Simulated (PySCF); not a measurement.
# One shape, several levels: doublet GeSiH4O+

Aim: a comparison of 6 runs (U-r2SCAN/def2-SVP, UB3LYP/def2-SVP, UCAM-B3LYP/def2-SVP, UM06-L/def2-SVP, UPBE0/def2-SVP, USCS-MP2/def2-SVP) of doublet GeSiH4O+. 

The calculation is run with PySCF 2.14.0.

1 further run of the same task is left out (set aside as unsound or not needed).

**1. The system as given**

GeSiH4O+ has 7 atoms, charge +1, and is taken as a doublet. SMILES of the parent species: `[SiH3][O][GeH]`. Geometry: relaxed at PBE0-D4/def2-TZVP. This is one conformer, not always the lowest. That shape belongs to the parent species and isn't relaxed for this state.

Bond lengths: Si1–O2 1.643 Å, O2–Ge3 1.789 Å, Si1–H4 1.490 Å, Si1–H5 1.485 Å, Si1–H6 1.485 Å, Ge3–H7 1.605 Å. Angles: Si1–O2–Ge3 134.1°, O2–Si1–H4 110.8°, O2–Si1–H5 109.3°, O2–Si1–H6 109.3°, O2–Ge3–H7 93.5°, H4–Si1–H5 109.1°, H4–Si1–H6 109.1°, H5–Si1–H6 109.4°.

**2. The energy at U-r2SCAN/def2-SVP (run 1)**

Contents of input.py:

```python
from pyscf import gto, dft

system = gto.M(
    atom=[
    ('Si', (-0.741700, 0.650900, -0.296500)),
    ('O', (0.533500, -0.139300, 0.373700)),
    ('Ge', (1.261400, -1.756200, 0.134200)),
    ('H', (-1.409200, -0.197600, -1.323800)),
    ('H', (-0.260900, 1.901300, -0.937500)),
    ('H', (-1.722500, 0.988100, 0.766400)),
    ('H', (2.400800, -1.515100, 1.238000)),
],
    spin=1,
    max_memory=1860,
    verbose=3,
    basis='def2-svp',
    charge=1,
)

ks = dft.UKS(system, xc='r2scan')
ks.grids.level = 5
ks.conv_tol = 1e-10
ks.kernel()
if not ks.converged:
    ks = ks.newton().run(ks.mo_coeff, ks.mo_occ)

e_tot = ks.e_tot
print(f'total energy: {e_tot:.8f} hartree')
```

The run is started by

```sh
$ OMP_NUM_THREADS=1 python input.py
```

What it wrote:

```text
converged SCF energy = -2443.32722865516  <S^2> = 0.75950498  2S+1 = 2.0094825
total energy: -2443.32722866 hartree
```

Wall time 77 s (1 thread of Arm Neoverse V1, shared host); peak memory 0.49 GiB.

**3. The energy at UB3LYP/def2-SVP (run 2)**

Contents of input.py:

```python
from pyscf import gto, dft

system = gto.Mole()
system.atom = [
    ('Si', (-0.741700, 0.650900, -0.296500)),
    ('O', (0.533500, -0.139300, 0.373700)),
    ('Ge', (1.261400, -1.756200, 0.134200)),
    ('H', (-1.409200, -0.197600, -1.323800)),
    ('H', (-0.260900, 1.901300, -0.937500)),
    ('H', (-1.722500, 0.988100, 0.766400)),
    ('H', (2.400800, -1.515100, 1.238000)),
]
system.basis = 'def2-svp'
system.max_memory = 1860
system.charge = 1
system.spin = 1
system.verbose = 4
system.build()

mf = dft.UKS(system)
mf.xc = 'b3lyp'
mf.conv_tol = 1e-10
mf.grids.level = 5
mf.kernel()
if not mf.converged:
    mf = mf.newton().run(mf.mo_coeff, mf.mo_occ)

etot = mf.e_tot
print('Final energy', etot)
```

The run is started by

```sh
$ OMP_NUM_THREADS=1 python input.py
```

What it wrote:

```text
PySCF version 2.14.0

[... 56 lines left out ...]
WARN: HOMO -0.243935894766276 >= LUMO -0.243935894766273
[... 54 lines left out ...]
converged SCF energy = -2443.46906932323  <S^2> = 0.75756922  2S+1 = 2.007555
Final energy -2443.469069323232
```

Wall time 36 s (1 thread of Arm Neoverse V1, shared host); peak memory 0.45 GiB.

Runs 3 to 5 aren't shown in full; the table further down has their settings and results.

**4. The energy at USCS-MP2/def2-SVP (run 6)**

Contents of calc.py:

```python
from pyscf import gto, scf, mp

molecule = gto.Mole()
molecule.atom = '''
Si    -1.401610     1.230023    -0.560304
O      1.008169    -0.263239     0.706191
Ge     2.383701    -3.318737     0.253601
H     -2.663002    -0.373410    -2.501619
H     -0.493030     3.592936    -1.771618
H     -3.255053     1.867238     1.448286
H      4.536854    -2.863124     2.339481
'''
molecule.spin = 1
molecule.charge = 1
molecule.max_memory = 1860
molecule.verbose = 3
molecule.basis = 'def2-svp'
molecule.unit = 'bohr'
molecule.build()

myscf = scf.UHF(molecule)
myscf.conv_tol = 1e-10
myscf.kernel()
if not myscf.converged:
    myscf = myscf.newton().run(myscf.mo_coeff, myscf.mo_occ)

pt = mp.MP2(myscf, frozen=15).run()
energy = myscf.e_tot + 1.2 * pt.e_corr_os + pt.e_corr_ss / 3
print('Final energy', energy)
```

The run is started by

```sh
$ OMP_NUM_THREADS=1 python calc.py
```

What it wrote:

```text
converged SCF energy = -2440.79424429817  <S^2> = 0.78474568  2S+1 = 2.034449
E(UMP2) = -2441.27310449309  E_corr = -0.478860194919851
E(SCS-UMP2) = -2441.26047922846  E_corr = -0.466234930281802
Final energy -2441.2604792284565
```

Run time: 3.3 s. Hardware: 1 thread of Arm Neoverse V1, shared host; peak memory 0.2 GiB.

**5. The series**

```csv
run,level,integration grid,frozen core orbitals,energy (Eh),HOMO energy (eV),LUMO energy (eV),⟨S²⟩,wall time
1,U-r2SCAN/def2-SVP,5,–,-2443.327229,-12.76,-11.85,0.760,77 s
2,UB3LYP/def2-SVP,5,–,-2443.469069,-13.48,-11.55,0.758,36 s
3,UCAM-B3LYP/def2-SVP,5,–,-2443.493930,-14.96,-10.30,0.761,49 s
4,UM06-L/def2-SVP,5,–,-2443.337217,-12.72,-11.97,0.755,77 s
5,UPBE0/def2-SVP,5,–,-2442.926667,-13.64,-11.25,0.759,38 s
6,USCS-MP2/def2-SVP,–,15,-2441.260479,-16.62,-7.60,0.785,3.3 s
```

**6. Summary of results**

| quantity | value |
| --- | --- |
| run 6: total energy | -2441.26048 Eh |
| run 6: HOMO energy (Hartree–Fock orbitals) (highest over α and β) | -16.62 eV |
| run 6: LUMO energy (Hartree–Fock orbitals) (lowest over α and β) | -7.60 eV |
| run 6: correlation energy (15 core orbitals frozen) | -466.2 mEh |
| run 6: ⟨S²⟩ of the reference determinant | 0.785 |

**Reading.** Totals of different functionals can't be ranked against each other. All runs together took 4.7 min, the longest 77 s.
